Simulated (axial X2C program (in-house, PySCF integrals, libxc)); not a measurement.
# Linear CuOH at several levels

One table from this session's results is given with a row withheld; the runs are named, their logs left out.

Method: all-electron X2C, two-component (2c) or spin-free, Cu dyall-v3z, O dyall-av3z, H dyall-v3z; program: an in-house X2C program for linear molecules on PySCF integrals.

All values are calculated.

2 further runs of the same task are left out: 2 set aside as unsound or not needed.

Set-up of the first run:

The input, task.json:

```json
{"zs": [29, 8, 1], "q": 0, "bas": ["dyall-v3z", "dyall-av3z", "dyall-v3z"], "r0": [1.75, 0.96], "symm": 0, "scan": ["PBE0", "HF", "BHandHLYP"], "levels": ["PBE0", "HF", "BHandHLYP"], "nst": 2}
```

Keys: zs atomic numbers; q charge; bas basis sets; r0 starting distance in Å; symm equal bonds; scan levels of the two-bond scan (MP2 follows by itself at each HF point); levels methods; nst determinants followed.

Started as:

```bash
python solin.py task.json out
```

Masses Cu 62.930, O 15.995, H 1.008 u.

Among the steps run: Scan at PBE0, 2c; Scan at HF, 2c; Scan at BHandHLYP, 2c.

One table of the session follows, with a row left open; its other results are not shown here.

```
               level  r(Cu–O) (Å)  r(O–H) (Å)  lower stretch (cm⁻¹)  upper stretch (cm⁻¹)
            PBE0, 2c        1.724       0.946                 689.4                4079.3
              HF, 2c            ?           ?                     ?                     ?
       BHandHLYP, 2c        1.745       0.939                 667.9                4162.5
             MP2, 2c        1.707       0.950                 690.4                4042.6
     PBE0, spin-free        1.724       0.946                 689.4                4078.9
       HF, spin-free        1.799       0.930                 596.4                4290.8
BHandHLYP, spin-free        1.745       0.939                 668.0                4162.2
      MP2, spin-free        1.706       0.950                 690.9                4042.4
```

Estimate the missing values for HF, 2c.

**Answer.** r(Cu–O) (Å): 1.800; r(O–H) (Å): 0.930; lower stretch (cm⁻¹): 596.0; upper stretch (cm⁻¹): 4290.9. In the column «r(Cu–O) (Å)» it is the highest.

Scans not shown above were run alike.

MP2 freezes inner shells (threshold -2 hartree). The molecule was held linear; bending was not examined, so a bent shape may lie lower.
